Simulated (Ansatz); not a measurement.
# PBE-QIDH/6-31G(d) (spherical functions) run of CH3BFNO (SMILES NC1(F)BO1)

Aim: the vertical ionisation energy of CH3BFNO at PBE-QIDH/6-31G* (spherical functions), from 2 runs. 

The calculation is run with Ansatz 0.2.0.

151 further runs of the same task are left out: 151 set aside as unsound or not needed.

## 1. Starting point

The species is CH3BFNO (8 atoms), meant as a singlet with charge 0. As SMILES, `NC1(F)BO1`. The shape is that of a PBE0-D4/def2-TZVP optimisation. This is one conformer, not always the lowest.

Bond lengths: N1–C2 1.387 Å, C2–F3 1.372 Å, C2–B4 1.510 Å, C2–O5 1.462 Å, B4–O5 1.335 Å, N1–H6 1.009 Å, N1–H7 1.013 Å, B4–H8 1.182 Å. Some angles: N1–C2–F3 113.8°, N1–C2–B4 127.1°, N1–C2–O5 115.3°, F3–C2–B4 118.6°, F3–C2–O5 108.3°, B4–C2–O5 53.3°, C2–B4–O5 61.5°, C2–O5–B4 65.2°, C2–N1–H6 112.2°, C2–N1–H7 112.6°.

## 2. The energy at PBE-QIDH/6-31G(d) (spherical functions)

The input, molecule.yaml:

```yaml
crystal:
  periodic: [false, false, false]
  atoms:
    - {symbol: "N", position_ang: [-0.431000, 1.148400, 0.184600]}
    - {symbol: C, position_ang: [0.054100, -0.061200, -0.289600]}
    - {symbol: F, position_ang: [0.122100, -0.132700, -1.658300]}
    - {symbol: B, position_ang: [0.337600, -1.307200, 0.515100]}
    - {symbol: O, position_ang: [1.346900, -0.473000, 0.255300]}
    - {symbol: H, position_ang: [-1.439500, 1.170100, 0.211400]}
    - {symbol: H, position_ang: [-0.075300, 1.941600, -0.336200]}
    - {symbol: H, position_ang: [0.177200, -2.343100, 1.061900]}
basis:
  gaussian: {orbitals: 6-31G_st_-spherical.json}
hamiltonian: {xc: {name: PBE-QIDH}}
output: {orbitals: {seedname: orbitals}}
correlation: {frozen_orbitals: {B: 1, C: 1, F: 1, H: 0, "N": 1, O: 1}}
accuracy: high
```

The basis set 6-31G* is read from a file made from the Basis Set Exchange's data (not shown).

Run with:

```console
$ ansatz run molecule.yaml --threads 1 --pin off --max-ram 3480MiB --events-out events.jsonl --progress --plain --runs-dir runs
```

What it wrote:

```text
Warning: RAYON_NUM_THREADS=1 ignored (pool sized by the plan → 1); use --threads N
Functional definition: PBE-QIDH
  name "PBE-QIDH"
  parameter a = 3^(-1/3)
  parameter c = 1/3
  exchange = (1 - a)*pbe_x + a*exact_x
  correlation = (1 - c)*pbe_c + c*(mp2_os + mp2_ss)
1806 factors; integrals over basis functions are off by at most 3.0e-9 eV
mean field evaluation 1: about -7992.4503 eV, gradient 4.2e1 eV
mean field evaluation 2: about -7992.5210 eV, gradient 4.2e1 eV
mean field evaluation 4: about -7995.9142 eV, gradient 5.2e0 eV
mean field evaluation 8: about -7995.9728 eV, gradient 2.7e-1 eV
mean field evaluation 16: about -7995.9731 eV, gradient 2.9e-4 eV
mean field -7995.97307055 eV, -293.8465904773 hartree, gradient 6.5e-8 eV, S^2 0.000000; 0 other end points of the search recorded, 0 dependent functions left out
5 core orbitals not correlated: weight in the atoms' cores, before any rotation towards them, 1.000 or more for the frozen orbitals, at most 0.000 for the correlated occupied ones
reference -7995.97307121 eV, -293.8465905018 hartree; 14, 14 occupied and 57, 57 virtual orbitals, 1806 factors
second order -21.82281839 eV of doubles, -0.00000000 eV of singles
Total energy: -8003.24734401 eV, -294.1139150963 hartree
```

Run time: 9.3 s. Hardware: 1 thread of Arm Neoverse V2, shared host; peak memory 0.23 GiB.

## 3. The doublet cation at the same level

The input, job.yaml:

```yaml
crystal:
  periodic: [false, false, false]
  atoms:
    - {symbol: N, position_ang: [-0.431000, 1.148400, 0.184600]}
    - {symbol: C, position_ang: [0.054100, -0.061200, -0.289600]}
    - {symbol: F, position_ang: [0.122100, -0.132700, -1.658300]}
    - {symbol: B, position_ang: [0.337600, -1.307200, 0.515100]}
    - {symbol: O, position_ang: [1.346900, -0.473000, 0.255300]}
    - {symbol: H, position_ang: [-1.439500, 1.170100, 0.211400]}
    - {symbol: H, position_ang: [-0.075300, 1.941600, -0.336200]}
    - {symbol: H, position_ang: [0.177200, -2.343100, 1.061900]}
basis:
  gaussian: {orbitals: 6-31G_st_-spherical.json}
total_charge: 1
magnetization: {spin_polarized: true, initial_magnetization: 1}
hamiltonian: {xc: {name: PBE-QIDH}}
correlation: {frozen_orbitals: {B: 1, C: 1, F: 1, H: 0, "N": 1, O: 1}}
accuracy: high
output: {orbitals: {seedname: orbitals}}
```

The basis set 6-31G* is read from a file made from the Basis Set Exchange's data (not shown).

Run with:

```console
$ ansatz run job.yaml --threads 1 --pin off --max-ram 3480MiB --events-out events.jsonl --progress --plain --runs-dir runs
```

What it wrote, cut to the lines that bear on the results:

```text
Warning: RAYON_NUM_THREADS=1 ignored (pool sized by the plan → 1); use --threads N
[... 2 set-up lines as earlier in the session ...]
[...]
1806 factors; integrals over basis functions are off by at most 3.0e-9 eV
[...]
mean field -7985.59259029 eV, -293.4651148642 hartree, gradient 1.5e-8 eV, S^2 0.757894; 4 other end points of the search recorded, 0 dependent functions left out
5 core orbitals not correlated: weight in the atoms' cores, before any rotation towards them, 1.000 or more for the frozen orbitals, at most 0.000 for the correlated occupied ones
reference -7985.59259091 eV, -293.4651148867 hartree; 14, 13 occupied and 57, 58 virtual orbitals, 1806 factors
second order -20.84655584 eV of doubles, -0.00000000 eV of singles
Total energy: -7992.54144285 eV, -293.7204804857 hartree
```

Run time: 35 s. Hardware: 1 thread of Arm Neoverse V2, shared host; peak memory 0.33 GiB.

## 4. What came out

At PBE-QIDH/6-31G* (spherical functions), 5 core orbitals frozen:

```
                                                                quantity          value
                                           singlet CH3BFNO: total energy  -294.11392 Eh
                      singlet CH3BFNO: HOMO energy (SCF part's orbitals)      -10.26 eV
                      singlet CH3BFNO: LUMO energy (SCF part's orbitals)        1.85 eV
                    singlet CH3BFNO: HOMO–LUMO gap (SCF part's orbitals)       12.11 eV
                                            doublet cation: total energy  -293.72048 Eh
doublet cation: HOMO energy (SCF part's orbitals) (highest over α and β)      -16.78 eV
 doublet cation: LUMO energy (SCF part's orbitals) (lowest over α and β)      -10.19 eV
                                                    doublet cation: ⟨S²⟩          0.758
                      vertical ionisation energy (to the doublet cation)      10.706 eV
```

What this shows: The vertical ionisation energy comes to 10.71 eV (247 kcal/mol). −ε(HOMO) before ionisation, 10.26 eV, is 0.45 eV below this ionisation energy.
